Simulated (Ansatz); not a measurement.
# H₃AuO₂: vertical ionisation energy

The task here is to estimate one member of a computed series from the others.

Computed with Ansatz 0.2.0, Gaussian basis. Level: unrestricted cation, the program's frozen cores in correlated methods.

The runs, in order: UKS PBE-D4/def2-TZVPP; UKS r2SCAN-D4/def2-TZVPP; UKS PBE0-D4/def2-TZVPP; UKS B3LYP-D4/def2-TZVPP; UKS wB97X-V/def2-TZVPP; UKS wB97M-V/def2-TZVPP; UKS B2PLYP/def2-TZVPP; UHF-CCSD(T)/def2-TZVPP; UHF-MP2/def2-QZVPP; extrapolation to the limit; then −ε(HOMO) from the neutral's earlier runs with LDA (SPW92), PBE-D4, revPBE-D4, BLYP-D4, r2SCAN-D4, B97M-V, PBE0-D4, B3LYP-D4, r2SCANh-D4, r2SCAN0-D4, HSE06-D4, BHLYP-D4, CAM-B3LYP-D4, LC-ωPBE, ωB97X-V, ωB97M-V.

## Structure used throughout

An earlier PBE0-D4 in a triple-zeta def2 set relaxation fixed the geometry. Au takes the def2 core potential; no spin-orbit term is included.

6 atoms, charge 0, spin multiplicity 1.

Atoms are counted from 1 here; the program's logs count them from 0.

Bond lengths: O1–Au2 1.937 Å, O1–H4 0.962 Å, Au2–O3 2.127 Å, O3–H5 0.963 Å, O3–H6 0.963 Å. Angles: Au2–O1–H4 106.7°, O1–Au2–O3 177.3°, Au2–O3–H5 110.8°, Au2–O3–H6 110.8°, H5–O3–H6 107.1°.

The first run:

Contents of in.yaml:

```yaml
crystal:
  periodic: [false, false, false]
  atoms:
    - {symbol: O, position_ang: [-1.831618, -1.437337, -0.639356]}
    - {symbol: Au, position_ang: [-0.336352, -0.320305, -0.121571]}
    - {symbol: O, position_ang: [1.245134, 0.987606, 0.437186]}
    - {symbol: H, position_ang: [-1.515576, -2.345786, -0.627826]}
    - {symbol: H, position_ang: [1.432281, 1.617852, -0.266875]}
    - {symbol: H, position_ang: [1.006131, 1.497970, 1.218442]}
basis:
  gaussian: {orbitals: def2-TZVPP}
total_charge: 1
magnetization: {spin_polarized: true, initial_magnetization: 1}
hamiltonian: {xc: pbe, dispersion: d4}
```

Among the steps run: Cation, UKS PBE-D4/def2-TZVPP; Cation, UKS r2SCAN-D4/def2-TZVPP; Cation, UKS PBE0-D4/def2-TZVPP; Cation, UKS B3LYP-D4/def2-TZVPP; Cation, UKS wB97X-V/def2-TZVPP; Cation, UKS wB97M-V/def2-TZVPP; Cation, UKS B2PLYP (frozen core)/def2-TZVPP; Cation, UHF-CCSD(T)/def2-TZVPP; Cation, UHF-MP2/def2-QZVPP.

One table of the session follows, with a row left open; its other results are not shown here.

It belongs to the step «Ionisation energies side by side». Orbital estimates, from the neutral's runs:

```
  functional  −ε(HOMO) (eV)
 LDA (SPW92)           5.27
      PBE-D4           5.04
   revPBE-D4           4.95
     BLYP-D4           4.97
   r2SCAN-D4           5.27
      B97M-V           5.35
     PBE0-D4           6.51
    B3LYP-D4           6.31
  r2SCANh-D4           5.85
  r2SCAN0-D4           6.72
    HSE06-D4           6.11
    BHLYP-D4              ?
CAM-B3LYP-D4           7.95
     LC-ωPBE           9.14
     ωB97X-V           8.89
     ωB97M-V           8.89
```

**Question.** Estimate the row for BHLYP-D4.

Worked estimate for «−ε(HOMO) (eV)». Against the share of exact exchange, BLYP-D4 (0, 4.97), B3LYP-D4 (0.2, 6.31) give a slope of 6.70 per unit share; at 0.5 the line stands at 8.32.

The run gave: −ε(HOMO) (eV): 7.99. In «−ε(HOMO) (eV)» the line misses by +0.33.
